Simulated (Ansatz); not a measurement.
# C₃H₇FSi: one species, many methods

One table from this session's results is given with a row withheld; the runs are named, their logs left out.

Method: functionals in def2-TZVPP, the program's frozen cores in correlated methods; program: Ansatz 0.2.0, Gaussian basis.

The runs, in order: PBE-D4, r2SCAN-D4, PBE0-D4, B3LYP-D4, ωB97X-V, ωB97M-V, B2PLYP; CCSD(T)/def2-TZVPP; MP2/def2-QZVPP; extrapolation to the limit.

## The geometry

The geometry comes from an earlier relaxation with PBE0-D4 in a triple-zeta def2 set; it is a stationary point, not always the lowest conformer.

SMILES `C=C([SiH3])CF`, 12 atoms, charge 0, spin multiplicity 1.

Atoms are counted from 1 here; the program's logs count them from 0.

Bond lengths: C1–C2 1.331 Å, C1–H6 1.085 Å, C1–H7 1.084 Å, C2–Si3 1.870 Å, C2–C4 1.493 Å, Si3–H8 1.489 Å, Si3–H9 1.484 Å, Si3–H10 1.489 Å, C4–F5 1.379 Å, C4–H11 1.097 Å, C4–H12 1.097 Å. Angles: C2–C1–H6 121.5°, C2–C1–H7 121.4°, H6–C1–H7 117.1°, C1–C2–Si3 120.2°, C1–C2–C4 121.7°, Si3–C2–C4 118.1°, C2–Si3–H8 110.6°, C2–Si3–H9 108.6°, C2–Si3–H10 110.6°, H8–Si3–H9 109.8°, H8–Si3–H10 107.4°, H9–Si3–H10 109.8°, C2–C4–F5 112.6°, C2–C4–H11 110.5°, C2–C4–H12 110.5°, F5–C4–H11 107.6°, F5–C4–H12 107.6°, H11–C4–H12 107.8°.

The first run:

File in.yaml:

```yaml
crystal:
  periodic: [false, false, false]
  atoms:
    - {symbol: C, position_ang: [-1.025340, 0.461971, 1.117114]}
    - {symbol: C, position_ang: [-0.191458, 0.151083, 0.127308]}
    - {symbol: Si, position_ang: [0.918452, -1.346949, 0.268303]}
    - {symbol: C, position_ang: [-0.108559, 0.972309, -1.116860]}
    - {symbol: F, position_ang: [-0.972875, 2.046509, -1.101165]}
    - {symbol: H, position_ang: [-1.678434, 1.326751, 1.056970]}
    - {symbol: H, position_ang: [-1.081664, -0.137949, 2.018700]}
    - {symbol: H, position_ang: [0.648978, -2.305769, -0.838089]}
    - {symbol: H, position_ang: [0.663269, -2.002375, 1.574870]}
    - {symbol: H, position_ang: [2.350123, -0.950048, 0.174322]}
    - {symbol: H, position_ang: [-0.352163, 0.363699, -1.996328]}
    - {symbol: H, position_ang: [0.906571, 1.365568, -1.251244]}
basis:
  gaussian: {orbitals: def2-TZVPP}
hamiltonian: {xc: pbe, dispersion: d4}
output: {forces: true, orbitals: {seedname: orbitals}}
```

Launch:

```
> ansatz run in.yaml --threads 4 --pin off --events-out ev --progress --plain --max-ram 10444MiB
```

Steps of the session up to this table: PBE-D4 (GGA); r2SCAN-D4 (meta-GGA); PBE0-D4 (hybrid); B3LYP-D4 (hybrid); ωB97X-V (range-separated); ωB97M-V (range-separated); B2PLYP (double hybrid); CCSD(T) in def2-TZVPP; MP2 in def2-QZVPP.

One of the session's tables, all rows but one given; the rest of the session is left out.

| method | atomisation energy (kJ/mol) |
| --- | --- |
| PBE-D4 | 4583.6 |
| r2SCAN-D4 | 4514.0 |
| PBE0-D4 | 4514.7 |
| B3LYP-D4 | ? |
| ωB97X-V | 4517.4 |
| ωB97M-V | 4515.7 |
| B2PLYP | 4460.1 |
| HF/def2-TZVPP | 3361.1 |
| MP2/def2-TZVPP | 4452.4 |
| CCSD/def2-TZVPP | 4337.5 |
| CCSD(T)/def2-TZVPP | 4398.5 |
| MP2/CBS | 4558.2 |
| CCSD(T)/CBS | 4504.3 |

Q: Estimate the row for B3LYP-D4 from the others.

The run gave: atomisation energy (kJ/mol): 4508.3. In the column «atomisation energy (kJ/mol)» it lies between CCSD(T)/CBS (4504.3) and r2SCAN-D4 (4514.0).

Caveats from the session: Free atoms (3 C, 1 Si, 1 F, 7 H) were run apart at each level; the atomisation energy is their sum less the molecule, without zero-point or spin-orbit terms.
